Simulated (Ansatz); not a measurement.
Born–Oppenheimer molecular dynamics of a periodic cell of 16 atoms, Li (start crystal Li, start structure bcc, volume 1.15 times the crystal's). It starts from a structure without forces on its atoms.

The calculation used Ansatz 0.2.0, DFT PBE, scalar-relativistic, plane waves, PAW. Settings: cutoff 420 eV, k mesh 2x2x2, fermi-dirac smearing 0.11 eV, no spin polarisation.

| Property | Result |
| --- | --- |
| ensemble | NVT, Langevin thermostat |
| time step | 1 fs |
| steps asked | 150 |
| set temperature | 1300 K |
| friction | 0.02 /fs |
| seed | 532976 |

Frames 1 fs apart, positions in Å.

Velocities at 0.0 fs (Å/ps):

```
Li -26.64 10.38 6.05
Li 7.70 17.37 13.54
Li -14.46 0.70 -13.67
Li -7.94 9.70 -6.16
Li 21.94 4.75 5.21
Li -9.06 -15.12 -15.33
Li 3.02 -6.53 -7.71
Li -3.79 -24.06 4.91
Li 21.72 10.47 -7.11
Li 0.23 -7.81 0.74
Li -13.01 11.12 3.93
Li -12.95 -5.46 0.47
Li -6.25 9.32 -1.52
Li 13.35 -16.68 3.59
Li -7.86 -5.26 10.75
Li 33.99 7.12 2.30
```

```xyz
16
Lattice="7.3129 0.0000 0.0000 0.0000 7.3129 0.0000 0.0000 0.0000 7.3129" Properties=species:S:1:pos:R:3 time_fs=0.0 energy_less_start_eV=0.000 T=1219
Li 0.000 0.000 0.000
Li 3.656 0.000 0.000
Li 0.000 3.656 0.000
Li 0.000 0.000 3.656
Li 1.828 1.828 1.828
Li 3.656 3.656 0.000
Li 3.656 0.000 3.656
Li 5.485 1.828 1.828
Li 0.000 3.656 3.656
Li 1.828 5.485 1.828
Li 1.828 1.828 5.485
Li 3.656 3.656 3.656
Li 5.485 5.485 1.828
Li 5.485 1.828 5.485
Li 1.828 5.485 5.485
Li 5.485 5.485 5.485
16
Lattice="7.3129 0.0000 0.0000 0.0000 7.3129 0.0000 0.0000 0.0000 7.3129" Properties=species:S:1:pos:R:3 time_fs=1.0 energy_less_start_eV=0.004 T=1197
Li -0.028 0.009 0.005
Li 3.662 0.017 0.013
Li -0.013 3.657 -0.013
Li -0.007 0.011 3.650
Li 1.849 1.832 1.835
Li 3.650 3.642 -0.015
Li 3.659 -0.008 3.647
Li 5.481 1.805 1.833
Li 0.023 3.668 3.649
Li 1.827 5.476 1.829
Li 1.812 1.840 5.490
Li 3.643 3.651 3.658
Li 5.479 5.495 1.827
Li 5.495 1.813 5.486
Li 1.819 5.482 5.494
Li 5.517 5.492 5.488
16
Lattice="7.3129 0.0000 0.0000 0.0000 7.3129 0.0000 0.0000 0.0000 7.3129" Properties=species:S:1:pos:R:3 time_fs=2.0 energy_less_start_eV=0.014 T=1114
Li -0.058 0.017 0.007
Li 3.667 0.033 0.024
Li -0.027 3.655 -0.022
Li -0.013 0.025 3.644
Li 1.869 1.835 1.840
Li 3.647 3.629 -0.031
Li 3.659 -0.016 3.635
Li 5.476 1.785 1.838
Li 0.046 3.680 3.643
Li 1.825 5.468 1.830
Li 1.793 1.853 5.495
Li 3.631 3.645 3.663
Li 5.475 5.505 1.829
Li 5.503 1.800 5.485
Li 1.810 5.481 5.502
Li 5.550 5.498 5.489
16
Lattice="7.3129 0.0000 0.0000 0.0000 7.3129 0.0000 0.0000 0.0000 7.3129" Properties=species:S:1:pos:R:3 time_fs=3.0 energy_less_start_eV=0.029 T=1034
Li -0.086 0.025 0.006
Li 3.673 0.047 0.033
Li -0.039 3.649 -0.032
Li -0.018 0.040 3.638
Li 1.889 1.837 1.843
Li 3.646 3.618 -0.051
Li 3.659 -0.023 3.621
Li 5.472 1.767 1.843
Li 0.067 3.688 3.640
Li 1.822 5.462 1.833
Li 1.774 1.868 5.499
Li 3.621 3.638 3.671
Li 5.473 5.516 1.833
Li 5.509 1.788 5.484
Li 1.802 5.479 5.511
Li 5.581 5.504 5.487
16
Lattice="7.3129 0.0000 0.0000 0.0000 7.3129 0.0000 0.0000 0.0000 7.3129" Properties=species:S:1:pos:R:3 time_fs=4.0 energy_less_start_eV=0.051 T=1052
Li -0.110 0.033 0.002
Li 3.680 0.060 0.043
Li -0.049 3.643 -0.046
Li -0.023 0.056 3.634
Li 1.907 1.841 1.843
Li 3.643 3.608 -0.071
Li 3.662 -0.028 3.607
Li 5.470 1.747 1.849
Li 0.089 3.696 3.636
Li 1.818 5.456 1.837
Li 1.753 1.884 5.502
Li 3.611 3.629 3.678
Li 5.471 5.526 1.836
Li 5.515 1.779 5.483
Li 1.792 5.473 5.520
Li 5.609 5.510 5.487
16
Lattice="7.3129 0.0000 0.0000 0.0000 7.3129 0.0000 0.0000 0.0000 7.3129" Properties=species:S:1:pos:R:3 time_fs=5.0 energy_less_start_eV=0.078 T=985
Li -0.132 0.042 -0.002
Li 3.686 0.074 0.051
Li -0.058 3.638 -0.059
Li -0.025 0.072 3.625
Li 1.923 1.845 1.842
Li 3.640 3.602 -0.088
Li 3.664 -0.034 3.593
Li 5.468 1.728 1.856
Li 0.111 3.704 3.634
Li 1.813 5.449 1.846
Li 1.732 1.897 5.505
Li 3.603 3.622 3.686
Li 5.465 5.534 1.839
Li 5.520 1.772 5.482
Li 1.781 5.465 5.527
Li 5.639 5.519 5.492
16
Lattice="7.3129 0.0000 0.0000 0.0000 7.3129 0.0000 0.0000 0.0000 7.3129" Properties=species:S:1:pos:R:3 time_fs=6.0 energy_less_start_eV=0.109 T=984
Li -0.154 0.051 -0.007
Li 3.688 0.088 0.057
Li -0.068 3.631 -0.071
Li -0.025 0.085 3.614
Li 1.937 1.848 1.841
Li 3.637 3.597 -0.106
Li 3.665 -0.042 3.579
Li 5.466 1.711 1.864
Li 0.132 3.713 3.635
Li 1.809 5.442 1.856
Li 1.710 1.911 5.509
Li 3.597 3.613 3.694
Li 5.458 5.540 1.839
Li 5.526 1.766 5.480
Li 1.770 5.455 5.534
Li 5.671 5.527 5.497
16
Lattice="7.3129 0.0000 0.0000 0.0000 7.3129 0.0000 0.0000 0.0000 7.3129" Properties=species:S:1:pos:R:3 time_fs=7.0 energy_less_start_eV=0.146 T=1042
Li -0.175 0.058 -0.010
Li 3.688 0.102 0.057
Li -0.074 3.624 -0.084
Li -0.023 0.097 3.603
Li 1.952 1.849 1.841
Li 3.634 3.593 -0.127
Li 3.663 -0.050 3.563
Li 5.464 1.696 1.874
Li 0.151 3.725 3.638
Li 1.806 5.437 1.867
Li 1.687 1.928 5.513
Li 3.591 3.603 3.703
Li 5.451 5.545 1.839
Li 5.534 1.762 5.479
Li 1.763 5.444 5.541
Li 5.702 5.535 5.501
16
Lattice="7.3129 0.0000 0.0000 0.0000 7.3129 0.0000 0.0000 0.0000 7.3129" Properties=species:S:1:pos:R:3 time_fs=8.0 energy_less_start_eV=0.187 T=1012
Li -0.196 0.066 -0.012
Li 3.691 0.116 0.054
Li -0.081 3.616 -0.098
Li -0.021 0.111 3.588
Li 1.968 1.849 1.842
Li 3.630 3.587 -0.148
Li 3.663 -0.062 3.545
Li 5.462 1.684 1.886
Li 0.166 3.739 3.644
Li 1.803 5.431 1.877
Li 1.661 1.943 5.518
Li 3.584 3.595 3.709
Li 5.442 5.550 1.839
Li 5.543 1.758 5.478
Li 1.758 5.433 5.546
Li 5.730 5.542 5.504
16
Lattice="7.3129 0.0000 0.0000 0.0000 7.3129 0.0000 0.0000 0.0000 7.3129" Properties=species:S:1:pos:R:3 time_fs=9.0 energy_less_start_eV=0.233 T=1025
Li -0.216 0.075 -0.015
Li 3.696 0.132 0.051
Li -0.091 3.606 -0.110
Li -0.019 0.125 3.571
Li 1.983 1.846 1.846
Li 3.625 3.580 -0.172
Li 3.662 -0.075 3.528
Li 5.459 1.675 1.898
Li 0.181 3.752 3.650
Li 1.798 5.424 1.888
Li 1.636 1.958 5.522
Li 3.575 3.588 3.714
Li 5.432 5.554 1.839
Li 5.551 1.756 5.475
Li 1.753 5.423 5.552
Li 5.756 5.550 5.505
16
Lattice="7.3129 0.0000 0.0000 0.0000 7.3129 0.0000 0.0000 0.0000 7.3129" Properties=species:S:1:pos:R:3 time_fs=10.0 energy_less_start_eV=0.284 T=1030
Li -0.234 0.082 -0.019
Li 3.702 0.149 0.044
Li -0.103 3.598 -0.121
Li -0.018 0.137 3.553
Li 1.996 1.845 1.853
Li 3.618 3.572 -0.194
Li 3.662 -0.087 3.514
Li 5.455 1.667 1.907
Li 0.196 3.763 3.657
Li 1.790 5.418 1.900
Li 1.611 1.973 5.526
Li 3.566 3.581 3.723
Li 5.420 5.557 1.838
Li 5.560 1.751 5.475
Li 1.748 5.416 5.557
Li 5.783 5.559 5.510
16
Lattice="7.3129 0.0000 0.0000 0.0000 7.3129 0.0000 0.0000 0.0000 7.3129" Properties=species:S:1:pos:R:3 time_fs=11.0 energy_less_start_eV=0.337 T=934
Li -0.249 0.089 -0.026
Li 3.707 0.169 0.032
Li -0.116 3.591 -0.134
Li -0.016 0.148 3.536
Li 2.007 1.844 1.860
Li 3.611 3.563 -0.212
Li 3.663 -0.098 3.501
Li 5.454 1.658 1.916
Li 0.210 3.773 3.664
Li 1.781 5.412 1.910
Li 1.588 1.988 5.529
Li 3.557 3.574 3.733
Li 5.407 5.558 1.835
Li 5.567 1.747 5.477
Li 1.743 5.412 5.563
Li 5.810 5.569 5.517
```

Of the whole run (150 fs, mean temperature of the second half 1211 K): A run of 0.15 ps of so small a system gives no equilibrium averages. Limits of this set-up: coarse k mesh.

Time of the run: 11 min on 1 thread of Arm Neoverse V1 (shared host), peak memory 0.54 GiB.
